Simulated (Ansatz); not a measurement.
# C3H10FNSi: the cost of one run

Method: RKS PBE/def2-SVP, in Ansatz 0.2.0.

## 1. The system as given

Bond lengths (14 of 15 bonds, heavy atoms first): C1–Si2 1.873 Å, Si2–C3 1.881 Å, C3–N4 1.382 Å, Si2–C5 1.845 Å, C5–F6 1.382 Å, C1–H7 1.112 Å, C1–H8 1.087 Å, C1–H9 1.017 Å, Si2–H10 1.511 Å, C3–H11 1.109 Å, C3–H12 1.124 Å, N4–H13 1.068 Å, N4–H14 0.962 Å, C5–H15 1.081 Å. Angles (14 of 27 angles, heavy atoms first): C1–Si2–C3 109.7°, C1–Si2–C5 113.5°, C3–Si2–C5 109.3°, Si2–C3–N4 115.0°, Si2–C5–F6 109.2°, C1–Si2–H10 106.0°, C3–Si2–H10 108.6°, C5–Si2–H10 109.6°, Si2–C1–H7 107.6°, Si2–C1–H8 107.6°, Si2–C1–H9 113.4°, Si2–C3–H11 108.0°, Si2–C3–H12 107.7°, N4–C3–H11 110.3°.

As a file:

```xyz
16

C    -0.6222   -1.4105    1.1257
Si    0.3395    0.1304    0.6669
C     1.0782   -0.0717   -1.0512
N     0.1563   -0.2030   -2.0719
C    -0.6724    1.6726    0.7175
F    -1.1744    1.8443    1.9935
H    -1.4900   -1.4838    0.4347
H    -1.0285   -1.2604    2.1232
H    -0.0598   -2.2577    1.1078
H     1.4674    0.2307    1.6667
H     1.7579   -0.9484   -1.0315
H     1.7426    0.8142   -1.2445
H    -0.4243   -1.0969   -1.9990
H     0.5034   -0.2141   -2.9694
H    -0.0810    2.5534    0.5121
H    -1.5156    1.6783    0.0639
```

## 2. End point A

Input file input.yaml:

```yaml
crystal:
  periodic: [false, false, false]
  atoms:
    - { symbol: C, position_ang: [-0.6222, -1.4105, 1.1257] }
    - { symbol: Si, position_ang: [0.3395, 0.1304, 0.6669] }
    - { symbol: C, position_ang: [1.0782, -0.0717, -1.0512] }
    - { symbol: "N", position_ang: [0.1563, -0.203, -2.0719] }
    - { symbol: C, position_ang: [-0.6724, 1.6726, 0.7175] }
    - { symbol: F, position_ang: [-1.1744, 1.8443, 1.9935] }
    - { symbol: H, position_ang: [-1.49, -1.4838, 0.4347] }
    - { symbol: H, position_ang: [-1.0285, -1.2604, 2.1232] }
    - { symbol: H, position_ang: [-0.0598, -2.2577, 1.1078] }
    - { symbol: H, position_ang: [1.4674, 0.2307, 1.6667] }
    - { symbol: H, position_ang: [1.7579, -0.9484, -1.0315] }
    - { symbol: H, position_ang: [1.7426, 0.8142, -1.2445] }
    - { symbol: H, position_ang: [-0.4243, -1.0969, -1.999] }
    - { symbol: H, position_ang: [0.5034, -0.2141, -2.9694] }
    - { symbol: H, position_ang: [-0.081, 2.5534, 0.5121] }
    - { symbol: H, position_ang: [-1.5156, 1.6783, 0.0639] }
basis:
  gaussian: { orbitals: def2-SVP }
hamiltonian:
  xc: pbe
relax:
  f_tol: 0.015
  max_steps: 40
```

Command:

```bash
$ ansatz run input.yaml --threads 2 --pin off --max-ram 3072MiB --backend cpu --events-out ev --progress --plain --runs-dir out
```

**Question.** How long does this run take on 2 threads of Arm Neoverse V1, shared host, and how much memory does it need?

About 23 s, with a peak of 0.18 GiB.
